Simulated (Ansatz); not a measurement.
# FH6SbSi: the cost of one run

Method: RKS PBE-D4/def2-SVP; program: Ansatz 0.2.0, Gaussian basis.

Levels: PBE-D4, revPBE-D4, BLYP-D4, r2SCAN-D4, B97M-V, PBE0-D4, B3LYP-D4, HSE06-D4, wB97X-V, wB97M-V, B2PLYP, Hartree-Fock, MP2, CCSD, CCSD(T). The reference is CCSD(T) extrapolated to the basis limit. For elements past Ar these valence bases correlate outer-core shells poorly, so that limit is rough.

Cores are frozen in the correlated methods. Filled d shells of the heavier atoms are correlated. Core potentials replace the inner electrons past krypton, and spin-orbit coupling is left out. B3LYP uses VWN-RPA correlation. B2PLYP carries no dispersion term here.

176 further runs of the same task are left out: 176 set aside as unsound or not needed. Runs told in other sessions of the task aren't counted.

## Step 1: The system as given

The pair, from a GFN2-xTB docking trial: 9 atoms, charge 0, spin multiplicity 1.

Atoms are counted from 1 here; the program's logs count them from 0.

Bond lengths: Si1–F2 1.618 Å, Si1–H3 1.455 Å, Si1–H4 1.456 Å, Si1–H5 1.453 Å, Sb6–H7 1.689 Å, Sb6–H8 1.695 Å, Sb6–H9 1.685 Å. Angles: F2–Si1–H3 105.2°, F2–Si1–H4 103.6°, F2–Si1–H5 105.2°, H3–Si1–H4 113.9°, H3–Si1–H5 113.9°, H4–Si1–H5 113.6°, H7–Sb6–H8 88.5°, H7–Sb6–H9 89.4°, H8–Sb6–H9 88.6°.

Coordinates:

```xyz
9

Si   -0.4307    0.1845   -1.9613
F     0.6727    0.0291   -0.7883
H    -0.9998   -1.1444   -2.1285
H     0.3471    0.6419   -3.1036
H    -1.3761    1.1711   -1.4681
Sb    0.9519    0.2951    2.1733
H    -0.6846    0.3115    1.7560
H     0.5000   -0.1484    3.7459
H     1.0194   -1.3404    1.7745
```

Atoms 1 to 5 are fragment A (SiH3F), the rest fragment B (SbH3).

## Step 2: A first relaxation in a small basis

pre/in.yaml

```yaml
crystal:
  periodic: [false, false, false]
  atoms:
    - {symbol: Si, position_ang: [-0.430700, 0.184500, -1.961300]}
    - {symbol: F, position_ang: [0.672700, 0.029100, -0.788300]}
    - {symbol: H, position_ang: [-0.999800, -1.144400, -2.128500]}
    - {symbol: H, position_ang: [0.347100, 0.641900, -3.103600]}
    - {symbol: H, position_ang: [-1.376100, 1.171100, -1.468100]}
    - {symbol: Sb, position_ang: [0.951900, 0.295100, 2.173300]}
    - {symbol: H, position_ang: [-0.684600, 0.311500, 1.756000]}
    - {symbol: H, position_ang: [0.500000, -0.148400, 3.745900]}
    - {symbol: H, position_ang: [1.019400, -1.340400, 1.774500]}
basis:
  gaussian: {orbitals: def2-SVP}
hamiltonian: {xc: pbe, dispersion: d4}
relax: {f_tol: 0.03, max_steps: 250}
```

Run with:

```bash
> ansatz run in.yaml --threads 4 --pin off --events-out ev --progress --plain --max-ram 9574MiB
```

Q: Estimate wall time and peak memory on 4 threads of Intel Xeon Platinum 8259CL at 2.50GHz, shared host.

About 20 s, with a peak of 0.15 GiB.
